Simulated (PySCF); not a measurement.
# C3H8AsBO: electronic excitations

Aim: predict the electronic excitations of C3H8AsBO (`C=CCB(O)[AsH2]`).

Computed with PySCF 2.14.0, with density-fitted response routines of our own, on a single molecule in the gas phase. Atoms are numbered from 0 throughout.

## (1) Starting geometry

14 atoms, charge 0, multiplicity 1; geometry from: GFN2-xTB.

Bonds of the start (Å): C0–C1 1.32, C1–C2 1.50, C2–B3 1.61, B3–O4 1.33, B3–As5 2.03, C0–H6 1.08, C0–H7 1.08, C1–H8 1.08, C2–H9 1.09, C2–H10 1.09, O4–H11 0.96, As5–H12 1.50, As5–H13 1.50.

## (2) TDDFT and polarisability: B3LYP/def2-SVPD

The job: settings as JSON, then the geometry in Å.

```
{"job": {"kind": "uv", "xc": "B3LYP", "basis": "def2-SVPD", "nstates": 8, "ntriplets": 3}, "charge": 0, "multiplicity": 1}
C     -1.574693    -1.346109    -0.597488
C     -1.399027    -0.042836    -0.459603
C     -0.584833     0.587196     0.627574
B      0.918863     0.751430     0.089149
O      1.487424     1.943444    -0.100606
As     2.021158    -0.846924    -0.514661
H     -2.141069    -1.763800    -1.412005
H     -1.173195    -2.047286     0.118055
H     -1.814417     0.640897    -1.190382
H     -0.593039    -0.066986     1.503434
H     -1.030919     1.543724     0.916497
H      0.991902     2.737675     0.114415
H      3.246377    -0.390924     0.218321
H      1.644790    -1.699975     0.665134
```

Level: TDDFT B3LYP/def2-SVPD, vertical, gas phase, core orbitals frozen in the response.

Command:

```
> OMP_NUM_THREADS=1 python probes_run.py task.json out
```

This one command runs all jobs of the session in turn.

Predict these results of the whole session: lowest singlet (B3LYP/def2-SVPD); brightest single state of those computed; lowest triplet; surface potential, 1st and 99th percentile.

The runs gave:

| quantity | value |
| --- | --- |
| lowest singlet (B3LYP/def2-SVPD) | 4.88 eV (254 nm), f = 0.026 |
| brightest single state of those computed | state 2, 5.55 eV, f = 0.050 |
| lowest triplet | 4.09 eV |
| surface potential, 1st and 99th percentile | -0.95 V and 2.44 V |

What this shows: The first singlet state (HOMO→LUMO 0.96) lies at 4.88 eV and is weak; of the 8 states computed, the strongest absorption comes from state 2 at 5.55 eV (the last state computed is bright too, and its partners may lie past the list). The lowest triplet lies 0.79 eV below the lowest singlet (triplets in Tamm-Dancoff, singlets in full TDDFT). At B3LYP/def2-SVPD, counted by nearest atom on the grid, the HOMO lies on As5 41 %; B3 13 %, the LUMO on B3 31 %; C0, C1 about 11 % each.
